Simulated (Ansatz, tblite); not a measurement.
# The cluster B4H8O10: spin states and exact exchange

Is the singlet the ground state of the cluster B4H8O10? Other spin states are computed and compared level by level.

The runs use Ansatz 0.2.0, Gaussian basis; as each input shows.

Plan: triplet, at the geometry of the singlet (GFN1-xTB, GFN2-xTB, PBE0-D4/def2-SVP, PBE-D4/def2-SVP); the singlet's energies come from earlier runs.

5 further runs of the same task are left out: 3 that didn't finish, 2 set aside as unsound or not needed. Runs told in other sessions of the task aren't counted.

### 1 The relaxed structure

The geometry is that of the singlet, from an earlier relaxation (PBE-D4/def2-SVP).

22 atoms, charge 0, spin multiplicity 1.

Bond lengths: B1–O7 1.373 Å, B1–O8 1.391 Å, B1–O10 1.367 Å, B2–O9 1.356 Å, B2–O10 1.410 Å, B2–O11 1.366 Å, B3–O5 1.375 Å, B3–O6 1.384 Å, B3–O11 1.373 Å, B4–O12 1.372 Å, B4–O13 1.398 Å, B4–O14 1.370 Å, O5–H15 0.971 Å, O6–H16 0.971 Å, O7–H17 0.971 Å, O8–H18 0.971 Å, O9–H19 0.988 Å, O12–H20 0.973 Å and more. Angles: O7–B1–O8 125.5°, O7–B1–O10 120.4°, O8–B1–O10 114.0°, O9–B2–O10 118.1°, O9–B2–O11 119.8°, O10–B2–O11 122.0°, O5–B3–O6 125.3°, O5–B3–O11 116.3°, O6–B3–O11 118.3°, O12–B4–O13 118.5°, O12–B4–O14 117.5°, O13–B4–O14 124.0°, B3–O5–H15 114.1°, B3–O6–H16 113.9°, B1–O7–H17 115.4°, B1–O8–H18 115.3°, B2–O9–H19 110.9°, B1–O10–B2 131.8° and more.

### 2 Triplet at the fixed geometry, GFN1-xTB

Tight binding, by tblite at 300 K electronic temperature and without a spin-polarisation term:

```python
tblite.interface.Calculator('GFN1-xTB', numbers, positions, charge=0, uhf=2).singlepoint()
```

Energy -1556.5495 eV; 0.023 s.

### 3 Triplet at the fixed geometry, GFN2-xTB

Tight binding, by tblite at 300 K electronic temperature and without a spin-polarisation term:

```python
tblite.interface.Calculator('GFN2-xTB', numbers, positions, charge=0, uhf=2).singlepoint()
```

Energy -1358.6180 eV; 0.02 s.

### 4 Triplet at the fixed geometry, PBE0-D4/def2-SVP

Input file in.yaml:

```yaml
crystal:
  periodic: [false, false, false]
  atoms:
    - {symbol: B, position_ang: [-1.109148, 0.510586, -0.021050]}
    - {symbol: B, position_ang: [0.810397, -1.012993, -0.670585]}
    - {symbol: B, position_ang: [-0.732608, -1.555789, -2.546303]}
    - {symbol: B, position_ang: [1.562237, 1.111962, 2.695544]}
    - {symbol: O, position_ang: [-1.475419, -2.627185, -2.984041]}
    - {symbol: O, position_ang: [-0.841816, -0.259353, -3.019340]}
    - {symbol: O, position_ang: [-2.100054, -0.420752, -0.208867]}
    - {symbol: O, position_ang: [-1.296542, 1.807377, 0.444726]}
    - {symbol: O, position_ang: [2.021532, -1.339815, -0.156505]}
    - {symbol: O, position_ang: [0.200463, 0.179503, -0.229793]}
    - {symbol: O, position_ang: [0.224554, -1.825865, -1.599516]}
    - {symbol: O, position_ang: [2.258695, 0.792859, 3.833947]}
    - {symbol: O, position_ang: [2.197934, 0.960879, 1.459082]}
    - {symbol: O, position_ang: [0.277032, 1.562125, 2.845732]}
    - {symbol: H, position_ang: [-2.115272, -2.407539, -3.680058]}
    - {symbol: H, position_ang: [-1.528955, -0.143896, -3.696055]}
    - {symbol: H, position_ang: [-2.993861, -0.132562, 0.036903]}
    - {symbol: H, position_ang: [-2.217726, 2.053466, 0.630528]}
    - {symbol: H, position_ang: [2.304625, -0.682296, 0.524050]}
    - {symbol: H, position_ang: [3.153052, 0.484938, 3.607943]}
    - {symbol: H, position_ang: [1.566164, 1.129099, 0.724768]}
    - {symbol: H, position_ang: [-0.165286, 1.815249, 2.008899]}
basis:
  gaussian: {orbitals: def2-SVP}
magnetization: {spin_polarized: true, initial_magnetization: 2}
hamiltonian: {xc: pbe0, dispersion: d4}
scf: {omitted_lower_state_checks: [starts]}
output: {orbitals: {seedname: orbitals}}
```

Launch:

```bash
$ ansatz run in.yaml --threads 4 --pin off --events-out ev --progress --plain --max-ram 6963MiB
```

Log:

```text
Functional definition: PBE0
  name "PBE0"
  cite "Adamo & Barone, J. Chem. Phys. 110, 6158 (1999) doi:10.1063/1.478522"
  cite "Perdew, Burke & Ernzerhof, Phys. Rev. Lett. 77, 3865 (1996) doi:10.1103/PhysRevLett.77.3865"
  parent pbe
  parameter a = 0.25
  parameter kappa = 0.804
  parameter beta = 0.06672455060314922
  exchange = (1 - a)*pbe_x(kappa = kappa, mu = beta*pi^2/3) + a*exact_x
  correlation = pbe_c(beta = beta)
these checks for a lower state are left out or cut short: starts
2260 factors; integrals over basis functions are off by at most 1.4e-3 eV
mean field evaluation 1: about -23249.3431 eV, gradient 7.8e1 eV
mean field evaluation 2: about -23220.0996 eV, gradient 1.1e2 eV
mean field evaluation 4: about -23266.4710 eV, gradient 2.7e1 eV
mean field evaluation 8: about -23271.2546 eV, gradient 5.5e0 eV
mean field evaluation 16: about -23272.1578 eV, gradient 2.6e0 eV
mean field evaluation 32: about -23272.4490 eV, gradient 6.5e-5 eV
mean field -23272.44898568 eV, -855.2467255914 hartree, gradient 5.2e-6 eV, S^2 2.011237; 0 other end points of the search recorded, 0 dependent functions left out
reference -23272.44902752 eV, -855.2467271288 hartree; 55, 53 occupied and 181, 183 virtual orbitals, 2260 factors
Total energy: -23272.94480111 eV, -855.2649464721 hartree
Checks for a lower state left out: starts
```

Wall time 34 s (4 threads of Arm Neoverse V2, shared host); peak memory 1.4 GiB.

HOMO -1.81 eV, LUMO -8.26 eV (over both spins; with the spin held, an empty level of the minority spin lies below the top filled one); ⟨S²⟩ 2.011 (pure: 2.00).

### 5 Triplet at the fixed geometry, PBE-D4/def2-SVP

start.molden holds the orbitals of an earlier run on this state, given as this run's starting guess.

in.yaml, as its differences from that of step 4:

```diff
@@ -26,5 +26,5 @@
 basis:
-  gaussian: {orbitals: def2-SVP}
+  gaussian: {orbitals: def2-SVP, initial_orbitals: start.molden}
 magnetization: {spin_polarized: true, initial_magnetization: 2}
-hamiltonian: {xc: pbe0, dispersion: d4}
+hamiltonian: {xc: pbe, dispersion: d4}
 scf: {omitted_lower_state_checks: [starts]}
```

Same command.

Log:

```text
Functional definition: PBE
  name "PBE"
  cite "Perdew, Burke & Ernzerhof, Phys. Rev. Lett. 77, 3865 (1996) doi:10.1103/PhysRevLett.77.3865"
  parent pbe
  parameter kappa = 0.804
  parameter beta = 0.06672455060314922
  exchange = pbe_x(kappa = kappa, mu = beta*pi^2/3)
  correlation = pbe_c(beta = beta)
these checks for a lower state are left out or cut short: starts
2510 factors; their error is unknown
mean field evaluation 1: about -23272.5593 eV, gradient 7.5e0 eV
mean field evaluation 2: about -23273.0570 eV, gradient 1.2e0 eV
mean field evaluation 4: about -23273.0509 eV, gradient 4.6e0 eV
mean field evaluation 8: about -23273.1159 eV, gradient 1.7e-1 eV
mean field evaluation 16: about -23273.1161 eV, gradient 2.3e-5 eV
mean field -23273.11612982 eV, -855.2712426863 hartree, gradient 2.8e-6 eV, S^2 2.002033; 0 other end points of the search recorded, 0 dependent functions left out
reference -23273.11619173 eV, -855.2712449615 hartree; 55, 53 occupied and 181, 183 virtual orbitals, 2510 factors
Total energy: -23273.69107674 eV, -855.2923715957 hartree
Checks for a lower state left out: starts
```

Wall time 19 s (4 threads of Arm Neoverse V2, shared host).

HOMO -0.90 eV, LUMO -7.95 eV (over both spins; with the spin held, an empty level of the minority spin lies below the top filled one); ⟨S²⟩ 2.002 (pure: 2.00).

### 6 Triplet less singlet, vertical

The singlet's energies are those of its earlier runs, whose logs aren't repeated here.

```
           level  triplet less singlet, vertical (kJ/mol)     time
        GFN1-xTB                                   +851.3  0.038 s
        GFN2-xTB                                   +723.7   0.03 s
 PBE-D4/def2-SVP                                   +660.6     23 s
PBE0-D4/def2-SVP                                   +783.5     41 s
```

Times add the two runs; a level without a time comes out of a correlated run. Tight binding without a spin term can't rank spin states.

### 7 Outcome

| quantity | value |
| --- | --- |
| triplet less singlet, vertical, functionals in def2-SVP | +660.6 (PBE-D4) to +783.5 kJ/mol (PBE0-D4) |

**Reading.** All functionals put the triplet above the singlet, over a spread of 122.9 kJ/mol. The checks for a lower triplet were left out, so another state of that spin may lie lower. These are electronic energies, without zero-point motion, entropy or surroundings.
